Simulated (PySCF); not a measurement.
# A workflow on CH5NSn (SMILES [H]/N=[CH]/[SnH3])

Wanted: the energy (r2SCAN0/ANO-R1), then a single-point energy (MP2/def2-TZVPPD) of CH5NSn. The job is set up through a Python script.

The calculation is run with PySCF 2.14.0.

### 1 Starting point

The species is CH5NSn (8 atoms), meant as a singlet with charge 0. SMILES: `[H]/N=[CH]/[SnH3]`. The shape is that of a PBE0-D4/def2-TZVP optimisation.

Bond lengths: N1–C2 1.265 Å, C2–Sn3 2.158 Å, N1–H4 1.024 Å, C2–H5 1.101 Å, Sn3–H6 1.700 Å, Sn3–H7 1.709 Å, Sn3–H8 1.709 Å. Angles: N1–C2–Sn3 118.6°, N1–C2–H5 122.5°, Sn3–C2–H5 118.9°, C2–N1–H4 111.7°, C2–Sn3–H6 108.6°, C2–Sn3–H7 109.2°, C2–Sn3–H8 109.2°, H6–Sn3–H7 110.8°, H6–Sn3–H8 110.8°, H7–Sn3–H8 108.3°.

### 2 The energy at r2SCAN0/ANO-R1 (sfX2C, density fitting) (run 4)

The input, input.py:

```python
from pyscf import gto, dft
from pyscf import df

mol = gto.Mole()
mol.atom = '''
N       -1.283900       0.969700      -0.850700
C       -0.461800       0.008800      -0.832800
Sn       0.756200      -0.274900       0.925600
H       -1.804200       1.006400      -1.731800
H       -0.344400      -0.685900      -1.678600
H        0.349700       0.917900       2.066200
H        2.404800      -0.160500       0.490100
H        0.475500      -1.838400       1.556200
'''
mol.spin = 0
mol.verbose = 4
mol.max_memory = 1860
mol.basis = 'ano-r1'
mol.charge = 0
mol.build()

calc0 = dft.RKS(mol)
calc0.xc = 'r2scan0'
calc0 = calc0.x2c()
calc0 = calc0.density_fit(auxbasis=df.aug_etb(mol, beta=2.0))
calc0.kernel()

e_final = calc0.e_tot
print('E(%s) = %.9f' % ('R2SCAN0', e_final))
```

Launch:

```
$ OMP_NUM_THREADS=1 python input.py
```

Log:

```text
PySCF version 2.14.0

[INPUT] num. atoms = 8
[INPUT] num. electrons = 68
[INPUT] charge = 0
[INPUT] spin (= nelec alpha-beta = 2S) = 0
[INPUT] symmetry False subgroup None
[INPUT] Mole.unit = angstrom
[INPUT] Symbol           X                Y                Z      unit          X                Y                Z       unit  Magmom
[INPUT]  1 N     -1.283900000000   0.969700000000  -0.850700000000 AA   -2.426219371329   1.832467422991  -1.607590014167 Bohr   0.0
[INPUT]  2 C     -0.461800000000   0.008800000000  -0.832800000000 AA   -0.872675524324   0.016629589896  -1.573763916538 Bohr   0.0
[INPUT]  3 Sn     0.756200000000  -0.274900000000   0.925600000000 AA    1.429010895396  -0.519485711643   1.749130500897 Bohr   0.0
[INPUT]  4 H     -1.804200000000   1.006400000000  -1.731800000000 AA   -3.409443873940   1.901820371762  -3.272627702522 Bohr   0.0
[INPUT]  5 H     -0.344400000000  -0.685900000000  -1.678600000000 AA   -0.650821677300  -1.296163148839  -3.172094272695 Bohr   0.0
[INPUT]  6 H      0.349700000000   0.917900000000   2.066200000000 AA    0.660837225760   1.734579609738   3.904552118576 Bohr   0.0
[INPUT]  7 H      2.404800000000  -0.160500000000   0.490100000000 AA    4.544413384354  -0.303301042993   0.926154773649 Bohr   0.0
[INPUT]  8 H      0.475500000000  -1.838400000000   1.556200000000 AA    0.898564772231  -3.474072507400   2.940791795048 Bohr   0.0

nuclear repulsion = 233.377525180118
number of shells = 20
number of NR pGTOs = 379
number of NR cGTOs = 96
basis = ano-r1
ecp = {}
ETB for C: l = 0, exps = 0.09034802 * 2^n , n = 0..15
ETB for C: l = 1, exps = 0.07942843161848281 * 2^n , n = 0..12
ETB for C: l = 2, exps = 0.0698286 * 2^n , n = 0..10
ETB for C: l = 3, exps = 0.15951070011337798 * 2^n , n = 0..6
ETB for C: l = 4, exps = 0.3643731 * 2^n , n = 0..2
ETB for N: l = 0, exps = 0.11973756 * 2^n , n = 0..14
ETB for N: l = 1, exps = 0.10374307181256588 * 2^n , n = 0..12
ETB for N: l = 2, exps = 0.08988512 * 2^n , n = 0..10
ETB for N: l = 3, exps = 0.19841143481147652 * 2^n , n = 0..7
ETB for N: l = 4, exps = 0.43797124 * 2^n , n = 0..3
ETB for H: l = 0, exps = 0.07492722 * 2^n , n = 0..11
ETB for H: l = 1, exps = 0.1788190694449482 * 2^n , n = 0..7
ETB for H: l = 2, exps = 0.42676426 * 2^n , n = 0..3
ETB for Sn: l = 0, exps = 0.05938876 * 2^n , n = 0..24
ETB for Sn: l = 1, exps = 0.04955777911707505 * 2^n , n = 0..21
ETB for Sn: l = 2, exps = 0.04135418 * 2^n , n = 0..20
ETB for Sn: l = 3, exps = 0.06945283503810337 * 2^n , n = 0..16
ETB for Sn: l = 4, exps = 0.1166435 * 2^n , n = 0..14
ETB for Sn: l = 5, exps = 0.2016652053696175 * 2^n , n = 0..9
ETB for Sn: l = 6, exps = 0.34865942 * 2^n , n = 0..5

******** <class 'pyscf.df.df_jk.DFsfX2C1eRKS'> ********
method = DFsfX2C1eRKS
initial guess = minao
damping factor = 0
level_shift factor = 0
DIIS = <class 'pyscf.scf.diis.CDIIS'>
diis_start_cycle = 1
diis_space = 8
diis_damp = 0
SCF conv_tol = 1e-09
SCF conv_tol_grad = None
SCF max_cycles = 50
direct_scf = False
XC library pyscf.dft.libxc version 7.0.0
    S. Lehtola, C. Steigemann, M. J.T. Oliveira, and M. A.L. Marques.,  SoftwareX 7, 1–5 (2018)
XC functionals = r2scan0
radial grids:
    Treutler-Ahlrichs [JCP 102, 346 (1995); DOI:10.1063/1.469408] (M4) radial grids

becke partition: Becke, JCP 88, 2547 (1988); DOI:10.1063/1.454033
pruning grids: <function nwchem_prune>
grids dens level: 3
symmetrized grids: False
atomic radii adjust function: <function treutler_atomic_radii_adjust>
small_rho_cutoff = 0

******** <class 'pyscf.x2c.sfx2c1e.SpinFreeX2CHelper'> ********
approx = 1e
xuncontract = 1
Set gradient conv threshold to 3.16228e-05
Initial guess from minao.
tot grids = 99024
******** <class 'pyscf.df.df.DF'> ********
auxbasis = {'C': [[0, [np.float64(2960.52391936), 1]], [0, [np.float64(1480.26195968), 1]], [0, [np.float64(740.13097984), 1]], [0, [np.float64(370.06548992), 1]], [0, [np.float64(185.03274496), 1]], [0, [np.float64(92.51637248), 1]], [0, [np.float64(46.25818624), 1]], [0, [np.float64(23.12909312), 1]], [0, [np.float64(11.56454656), 1]], [0, [np.float64(5.78227328), 1]], [0, [np.float64(2.89113664), 1]], [0, [np.float64(1.44556832), 1]], [0, [np.float64(0.72278416), 1]], [0, [np.float64(0.36139208), 1]], [0, [np.float64(0.18069604), 1]], [0, [np.float64(0.09034802), 1]], [1, [np.float64(325.3388559093056), 1]], [1, [np.float64(162.6694279546528), 1]], [1, [np.float64(81.3347139773264), 1]], [1, [np.float64(40.6673569886632), 1]], [1, [np.float64(20.3336784943316), 1]], [1, [np.float64(10.1668392471658), 1]], [1, [np.float64(5.0834196235829), 1]], [1, [np.float64(2.54170981179145), 1]], [1, [np.float64(1.270854905895725), 1]], [1, [np.float64(0.6354274529478625), 1]], [1, [np.float64(0.31771372647393126), 1]], [1, [np.float64(0.15885686323696563), 1]], [1, [np.float64(0.07942843161848281), 1]], [2, [np.float64(71.5044864), 1]], [2, [np.float64(35.7522432), 1]], [2, [np.float64(17.8761216), 1]], [2, [np.float64(8.9380608), 1]], [2, [np.float64(4.4690304), 1]], [2, [np.float64(2.2345152), 1]], [2, [np.float64(1.1172576), 1]], [2, [np.float64(0.5586288), 1]], [2, [np.float64(0.2793144), 1]], [2, [np.float64(0.1396572), 1]], [2, [np.float64(0.0698286), 1]], [3, [np.float64(10.20868480725619), 1]], [3, [np.float64(5.104342403628095), 1]], [3, [np.float64(2.5521712018140477), 1]], [3, [np.float64(1.2760856009070238), 1]], [3, [np.float64(0.6380428004535119), 1]], [3, [np.float64(0.31902140022675596), 1]], [3, [np.float64(0.15951070011337798), 1]], [4, [np.float64(1.4574924), 1]], [4, [np.float64(0.7287462), 1]], [4, [np.float64(0.3643731), 1]]], 'N': [[0, [np.float64(1961.78018304), 1]], [0, [np.float64(980.89009152), 1]], [0, [np.float64(490.44504576), 1]], [0, [np.float64(245.22252288), 1]], [0, [np.float64(122.61126144), 1]], [0, [np.float64(61.30563072), 1]], [0, [np.float64(30.65281536), 1]], [0, [np.float64(15.32640768), 1]], [0, [np.float64(7.66320384), 1]], [0, [np.float64(3.83160192), 1]], [0, [np.float64(1.91580096), 1]], [0, [np.float64(0.95790048), 1]], [0, [np.float64(0.47895024), 1]], [0, [np.float64(0.23947512), 1]], [0, [np.float64(0.11973756), 1]], [1, [np.float64(424.93162214426985), 1]], [1, [np.float64(212.46581107213493), 1]], [1, [np.float64(106.23290553606746), 1]], [1, [np.float64(53.11645276803373), 1]], [1, [np.float64(26.558226384016866), 1]], [1, [np.float64(13.279113192008433), 1]], [1, [np.float64(6.639556596004216), 1]], [1, [np.float64(3.319778298002108), 1]], [1, [np.float64(1.659889149001054), 1]], [1, [np.float64(0.829944574500527), 1]], [1, [np.float64(0.4149722872502635), 1]], [1, [np.float64(0.20748614362513176), 1]], [1, [np.float64(0.10374307181256588), 1]], [2, [np.float64(92.04236288), 1]], [2, [np.float64(46.02118144), 1]], [2, [np.float64(23.01059072), 1]], [2, [np.float64(11.50529536), 1]], [2, [np.float64(5.75264768), 1]], [2, [np.float64(2.87632384), 1]], [2, [np.float64(1.43816192), 1]], [2, [np.float64(0.71908096), 1]], [2, [np.float64(0.35954048), 1]], [2, [np.float64(0.17977024), 1]], [2, [np.float64(0.08988512), 1]], [3, [np.float64(25.396663655868995), 1]], [3, [np.float64(12.698331827934497), 1]], [3, [np.float64(6.349165913967249), 1]], [3, [np.float64(3.1745829569836244), 1]], [3, [np.float64(1.5872914784918122), 1]], [3, [np.float64(0.7936457392459061), 1]], [3, [np.float64(0.39682286962295304), 1]], [3, [np.float64(0.19841143481147652), 1]], [4, [np.float64(3.50376992), 1]], [4, [np.float64(1.75188496), 1]], [4, [np.float64(0.87594248), 1]], [4, [np.float64(0.43797124), 1]]], 'H': [[0, [np.float64(153.45094656), 1]], [0, [np.float64(76.72547328), 1]], [0, [np.float64(38.36273664), 1]], [0, [np.float64(19.18136832), 1]], [0, [np.float64(9.59068416), 1]], [0, [np.float64(4.79534208), 1]], [0, [np.float64(2.39767104), 1]], [0, [np.float64(1.19883552), 1]], [0, [np.float64(0.59941776), 1]], [0, [np.float64(0.29970888), 1]], [0, [np.float64(0.14985444), 1]], [0, [np.float64(0.07492722), 1]], [1, [np.float64(22.888840888953368), 1]], [1, [np.float64(11.444420444476684), 1]], [1, [np.float64(5.722210222238342), 1]], [1, [np.float64(2.861105111119171), 1]], [1, [np.float64(1.4305525555595855), 1]], [1, [np.float64(0.7152762777797927), 1]], [1, [np.float64(0.3576381388898964), 1]], [1, [np.float64(0.1788190694449482), 1]], [2, [np.float64(3.41411408), 1]], [2, [np.float64(1.70705704), 1]], [2, [np.float64(0.85352852), 1]], [2, [np.float64(0.42676426), 1]]], 'Sn': [[0, [np.float64(996378.05449216), 1]], [0, [np.float64(498189.02724608), 1]], [0, [np.float64(249094.51362304), 1]], [0, [np.float64(124547.25681152), 1]], [0, [np.float64(62273.62840576), 1]], [0, [np.float64(31136.81420288), 1]], [0, [np.float64(15568.40710144), 1]], [0, [np.float64(7784.20355072), 1]], [0, [np.float64(3892.10177536), 1]], [0, [np.float64(1946.05088768), 1]], [0, [np.float64(973.02544384), 1]], [0, [np.float64(486.51272192), 1]], [0, [np.float64(243.25636096), 1]], [0, [np.float64(121.62818048), 1]], [0, [np.float64(60.81409024), 1]], [0, [np.float64(30.40704512), 1]], [0, [np.float64(15.20352256), 1]], [0, [np.float64(7.60176128), 1]], [0, [np.float64(3.80088064), 1]], [0, [np.float64(1.90044032), 1]], [0, [np.float64(0.95022016), 1]], [0, [np.float64(0.47511008), 1]], [0, [np.float64(0.23755504), 1]], [0, [np.float64(0.11877752), 1]], [0, [np.float64(0.05938876), 1]], [1, [np.float64(103930.19559093217), 1]], [1, [np.float64(51965.097795466085), 1]], [1, [np.float64(25982.548897733042), 1]], [1, [np.float64(12991.274448866521), 1]], [1, [np.float64(6495.637224433261), 1]], [1, [np.float64(3247.8186122166303), 1]], [1, [np.float64(1623.9093061083151), 1]], [1, [np.float64(811.9546530541576), 1]], [1, [np.float64(405.9773265270788), 1]], [1, [np.float64(202.9886632635394), 1]], [1, [np.float64(101.4943316317697), 1]], [1, [np.float64(50.74716581588485), 1]], [1, [np.float64(25.373582907942424), 1]], [1, [np.float64(12.686791453971212), 1]], [1, [np.float64(6.343395726985606), 1]], [1, [np.float64(3.171697863492803), 1]], [1, [np.float64(1.5858489317464015), 1]], [1, [np.float64(0.7929244658732008), 1]], [1, [np.float64(0.3964622329366004), 1]], [1, [np.float64(0.1982311164683002), 1]], [1, [np.float64(0.0991155582341501), 1]], [1, [np.float64(0.04955777911707505), 1]], [2, [np.float64(43363.00064768), 1]], [2, [np.float64(21681.50032384), 1]], [2, [np.float64(10840.75016192), 1]], [2, [np.float64(5420.37508096), 1]], [2, [np.float64(2710.18754048), 1]], [2, [np.float64(1355.09377024), 1]], [2, [np.float64(677.54688512), 1]], [2, [np.float64(338.77344256), 1]], [2, [np.float64(169.38672128), 1]], [2, [np.float64(84.69336064), 1]], [2, [np.float64(42.34668032), 1]], [2, [np.float64(21.17334016), 1]], [2, [np.float64(10.58667008), 1]], [2, [np.float64(5.29333504), 1]], [2, [np.float64(2.64666752), 1]], [2, [np.float64(1.32333376), 1]], [2, [np.float64(0.66166688), 1]], [2, [np.float64(0.33083344), 1]], [2, [np.float64(0.16541672), 1]], [2, [np.float64(0.08270836), 1]], [2, [np.float64(0.04135418), 1]], [3, [np.float64(4551.660997057143), 1]], [3, [np.float64(2275.8304985285713), 1]], [3, [np.float64(1137.9152492642856), 1]], [3, [np.float64(568.9576246321428), 1]], [3, [np.float64(284.4788123160714), 1]], [3, [np.float64(142.2394061580357), 1]], [3, [np.float64(71.11970307901785), 1]], [3, [np.float64(35.55985153950893), 1]], [3, [np.float64(17.779925769754463), 1]], [3, [np.float64(8.889962884877232), 1]], [3, [np.float64(4.444981442438616), 1]], [3, [np.float64(2.222490721219308), 1]], [3, [np.float64(1.111245360609654), 1]], [3, [np.float64(0.555622680304827), 1]], [3, [np.float64(0.2778113401524135), 1]], [3, [np.float64(0.13890567007620674), 1]], [3, [np.float64(0.06945283503810337), 1]], [4, [np.float64(1911.087104), 1]], [4, [np.float64(955.543552), 1]], [4, [np.float64(477.771776), 1]], [4, [np.float64(238.885888), 1]], [4, [np.float64(119.442944), 1]], [4, [np.float64(59.721472), 1]], [4, [np.float64(29.860736), 1]], [4, [np.float64(14.930368), 1]], [4, [np.float64(7.465184), 1]], [4, [np.float64(3.732592), 1]], [4, [np.float64(1.866296), 1]], [4, [np.float64(0.933148), 1]], [4, [np.float64(0.466574), 1]], [4, [np.float64(0.233287), 1]], [4, [np.float64(0.1166435), 1]], [5, [np.float64(103.25258514924415), 1]], [5, [np.float64(51.62629257462208), 1]], [5, [np.float64(25.81314628731104), 1]], [5, [np.float64(12.90657314365552), 1]], [5, [np.float64(6.45328657182776), 1]], [5, [np.float64(3.22664328591388), 1]], [5, [np.float64(1.61332164295694), 1]], [5, [np.float64(0.80666082147847), 1]], [5, [np.float64(0.403330410739235), 1]], [5, [np.float64(0.2016652053696175), 1]], [6, [np.float64(11.15710144), 1]], [6, [np.float64(5.57855072), 1]], [6, [np.float64(2.78927536), 1]], [6, [np.float64(1.39463768), 1]], [6, [np.float64(0.69731884), 1]], [6, [np.float64(0.34865942), 1]]]}
init E= -6272.59598486331
  HOMO = -0.282529636875908  LUMO = -0.0933040332887272  gap/eV = 5.14909
cycle= 1 E= -6272.49553623667  delta_E=  0.1  |g|= 0.298  |ddm|= 3.33
  HOMO = -0.209200284988204  LUMO = 0.0145212380897379  gap/eV = 6.08777
cycle= 2 E= -6272.4676389268  delta_E= 0.0279  |g|= 0.462  |ddm|=  0.9
  HOMO = -0.263201278361419  LUMO = -0.0152144961503122  gap/eV = 6.74806
cycle= 3 E= -6272.51756713402  delta_E= -0.0499  |g|= 0.0585  |ddm|= 0.528
  HOMO = -0.268938176638248  LUMO = -0.0220352762200329  gap/eV = 6.71857
cycle= 4 E= -6272.51830193098  delta_E= -0.000735  |g|= 0.0243  |ddm|= 0.0836
  HOMO = -0.266897952082444  LUMO = -0.018616817630027  gap/eV = 6.75607
cycle= 5 E= -6272.51844489991  delta_E= -0.000143  |g|= 0.00396  |ddm|= 0.0275
  HOMO = -0.267294801952238  LUMO = -0.0189556733595664  gap/eV = 6.75765
cycle= 6 E= -6272.51844812688  delta_E= -3.23e-06  |g|= 0.000793  |ddm|= 0.00449
  HOMO = -0.267347650349723  LUMO = -0.0189966977913589  gap/eV = 6.75797
cycle= 7 E= -6272.51844822024  delta_E= -9.34e-08  |g|= 0.000242  |ddm|= 0.000742
  HOMO = -0.267335595620926  LUMO = -0.0189732532006417  gap/eV = 6.75828
cycle= 8 E= -6272.51844823238  delta_E= -1.21e-08  |g|= 5.43e-05  |ddm|= 0.000239
  HOMO = -0.267340480242614  LUMO = -0.0189762523192147  gap/eV = 6.75833
cycle= 9 E= -6272.51844823301  delta_E= -6.25e-10  |g|= 8.96e-06  |ddm|= 6.13e-05
  HOMO = -0.267341219425703  LUMO = -0.0189765373960298  gap/eV = 6.75835
Extra cycle  E= -6272.51844823299  delta_E= 1.64e-11  |g|= 1.16e-05  |ddm|= 1.72e-05
converged SCF energy = -6272.51844823299
E(R2SCAN0) = -6272.518448233
```

It took 31 s on 1 thread of Intel Xeon at 2.50GHz (Skylake/Cascade Lake), shared host; peak memory 0.47 GiB.

[end of part 1 of 2]
